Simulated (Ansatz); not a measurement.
**CH₄AlI (SMILES [AlH2][CH2]I): functionals against CCSD(T) at one geometry**

How do the functionals fare away from a minimum? The structure is a structure displaced at random from a GFN2-xTB minimum.

Computed with Ansatz 0.2.0, Gaussian basis. Level: single points in def2-TZVPP.

Correlated methods freeze the cores. Filled d shells of the heavier atoms are correlated. Core potentials replace the inner electrons past krypton, and spin-orbit coupling is left out.

### 1 The starting structure

SMILES `[AlH2][CH2]I`, 7 atoms, charge 0, spin multiplicity 1.

Atoms are counted from 1 here; the program's logs count them from 0.

Bond lengths: Al1–C2 1.932 Å, Al1–I3 2.756 Å, Al1–H4 1.519 Å, Al1–H5 1.890 Å, C2–I3 2.256 Å, C2–H6 1.054 Å, C2–H7 0.958 Å. Angles: C2–Al1–I3 54.1°, C2–Al1–H4 142.8°, C2–Al1–H5 101.3°, I3–Al1–H4 90.6°, I3–Al1–H5 154.9°, H4–Al1–H5 112.0°, Al1–C2–I3 81.9°, Al1–C2–H6 109.2°, Al1–C2–H7 125.9°, I3–C2–H6 95.5°, I3–C2–H7 91.4°, H6–C2–H7 124.9°, Al1–I3–C2 43.9°.

As a file:

```
Al   -0.8802    0.0256   -0.5742
C     0.6566    0.4203    0.5278
I     0.6160   -1.8153    0.8293
H    -1.5618   -1.0922   -1.3443
H    -1.2435    1.7230   -1.3219
H     0.3331    0.6587    1.5025
H     1.5724    0.3898    0.2466
```

### 2 CCSD(T)/def2-TZVPP

run/in.yaml reads:

```yaml
crystal:
  periodic: [false, false, false]
  atoms:
    - {symbol: Al, position_ang: [-0.880200, 0.025600, -0.574200]}
    - {symbol: C, position_ang: [0.656600, 0.420300, 0.527800]}
    - {symbol: I, position_ang: [0.616000, -1.815300, 0.829300]}
    - {symbol: H, position_ang: [-1.561800, -1.092200, -1.344300]}
    - {symbol: H, position_ang: [-1.243500, 1.723000, -1.321900]}
    - {symbol: H, position_ang: [0.333100, 0.658700, 1.502500]}
    - {symbol: H, position_ang: [1.572400, 0.389800, 0.246600]}
basis:
  gaussian: {orbitals: def2-TZVPP}
correlation: {method: ccsd_t}
output: {forces: true}
```

No record of the launch command was kept for these runs.

### 3 PBE0-D4/def2-TZVPP

run/in.yaml, as its differences from that of step 2:

```diff
@@ -12,3 +12,3 @@
   gaussian: {orbitals: def2-TZVPP}
-correlation: {method: ccsd_t}
-output: {forces: true}
+hamiltonian: {xc: pbe0, dispersion: d4}
+output: {forces: true, orbitals: {seedname: orbitals}}
```

### 4 wB97M-V/def2-TZVPP

run/in.yaml, as its differences from that of step 3:

```diff
@@ -12,3 +12,3 @@
   gaussian: {orbitals: def2-TZVPP}
-hamiltonian: {xc: pbe0, dispersion: d4}
-output: {forces: true, orbitals: {seedname: orbitals}}
+hamiltonian: {xc: {name: wB97M-V}}
+output: {forces: true}
```

### 5 r2SCAN-D4/def2-TZVPP

run/in.yaml, as its differences from that of step 4:

```diff
@@ -12,3 +12,3 @@
   gaussian: {orbitals: def2-TZVPP}
-hamiltonian: {xc: {name: wB97M-V}}
+hamiltonian: {xc: r2scan, dispersion: d4}
 output: {forces: true}
```

### 6 PBE-D4/def2-TZVPP

run/in.yaml, as its differences from that of step 5:

```diff
@@ -12,3 +12,3 @@
   gaussian: {orbitals: def2-TZVPP}
-hamiltonian: {xc: r2scan, dispersion: d4}
+hamiltonian: {xc: pbe, dispersion: d4}
 output: {forces: true}
```

### 7 SPW92/def2-TZVPP

run/in.yaml, as its differences from that of step 6:

```diff
@@ -12,3 +12,3 @@
   gaussian: {orbitals: def2-TZVPP}
-hamiltonian: {xc: pbe, dispersion: d4}
+hamiltonian: {xc: lda}
 output: {forces: true}
```

### 8 B97M-V/def2-TZVPP

run/in.yaml, as its differences from that of step 7:

```diff
@@ -12,3 +12,3 @@
   gaussian: {orbitals: def2-TZVPP}
-hamiltonian: {xc: lda}
+hamiltonian: {xc: {name: B97M-V}}
 output: {forces: true}
```

(Steps that only read results are left out.)

**Question.** What will these runs give? Wanted: energy less free atoms, CCSD(T)/def2-TZVPP; RMS force component; RMS force error; HOMO and LUMO, PBE0-D4; T1 diagnostic.

As calculated:

| quantity | value |
| --- | --- |
| energy less free atoms, CCSD(T)/def2-TZVPP | -420.7 kcal/mol |
| RMS force component | 2.232 to 2.357 eV/Å over the methods |
| RMS force error | PBE0-D4 0.089, wB97M-V 0.076, r2SCAN-D4 0.088, PBE-D4 0.145, SPW92 0.241, B97M-V 0.125 eV/Å |
| HOMO and LUMO, PBE0-D4 | -6.59 and -1.89 eV |
| T1 diagnostic | 0.012 |

What this shows: Against CCSD(T) the functionals' energies less atoms differ by -70.9 to -9.2 kcal/mol, PBE-D4 by -14.7 kcal/mol. The reference is not at the basis limit: in triple zeta CCSD(T) underbinds, which counts against methods that bind more; the gaps are no ranking. On forces the order runs from wB97M-V to SPW92. Frozen-core CCSD(T) forces in triple zeta carry basis errors of their own, and this is one geometry, so small gaps rank nothing.
